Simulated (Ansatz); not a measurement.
The system is Ta4NiO11.

```xyz
16
Lattice="5.2928 -0.0003 -0.0252 -0.0419 5.3357 0.0234 -0.4762 -0.0800 7.8961" Properties=species:S:1:pos:R:3 pbc="T T T"
Ta    2.4998    2.4322    4.0913
Ta    2.4499    2.7580    7.7432
Ta   -0.1603    5.2326    4.0465
Ta    0.2511    0.1312    0.1327
Ni    0.1937    3.0731    2.1358
O     4.9657    4.9873    1.8841
O     0.8952    1.4768    3.3959
O     1.3848    3.8364    0.4952
O     1.7661    1.2679    0.2878
O     1.3730    3.9832    3.6322
O     2.2760    2.3333    5.9192
O     3.4959    0.8322    3.8340
O     3.3969    4.3723    7.4281
O     4.4611    1.9408    0.6105
O     4.0802    3.4598    3.7520
O     0.0524    0.0063    5.8951
```

The cell was built by a generator and needn't be a form met in nature.

Base run:

- Program: Ansatz 0.2.0
- Functional: PBE
- Potentials or basis: Ansatz PAW
- Cutoff: 420 eV (not typed: the program's choice for these potentials)
- k mesh: 5 × 5 × 4
- Occupations: fermi-dirac, width 0.05 eV
- Spin: collinear spin, ferromagnetic start
- Starting moments: [0.0, 0.0, 0.0, 0.0, 1.0, 0.0, 0.0, 0.0, 0.0, 0.0, 0.0, 0.0, 0.0, 0.0, 0.0, 0.0] μB
- Hubbard terms: Ni d U = 6 eV, Ta d U = 6 eV

Its results: band gap on the k mesh 3.45 eV, indirect (least direct gap 3.51 eV); pressure 3.3 GPa; net moment 2.00 μB per cell; site moments Ta +0.00; Ni +1.67; O +0.05, +0.02, +0.03, +0.00, +0.04 μB; largest force 0.351 eV/Å.

Task: The run is repeated on the same cell with these changes: hubbard terms from Ni d U = 6 eV, Ta d U = 6 eV to Ni d U = 2 eV, Ta d U = 2 eV. What comes out?

Result: Band gap on the k mesh 2.17 eV, indirect (least direct gap 2.26 eV); pressure 1.0 GPa; net moment 2.00 μB per cell; site moments Ta +0.00; Ni +1.57; O +0.08, +0.03, +0.05, +0.00, +0.06, +0.04 μB; largest force 0.118 eV/Å.

Caveats: the magnetic or orbital state may not be the lowest; odd divisions of the mesh miss points on the zone boundary, where band edges often lie, so the gap on the mesh can be too wide; spin-orbit coupling is left out, which moves the levels of the heavy elements; a cell with one magnetic atom can't hold antiferromagnetic order, which such compounds often take; the density of states is complete only up to the lowest level of the last band computed.

A k mesh can miss the band edges.
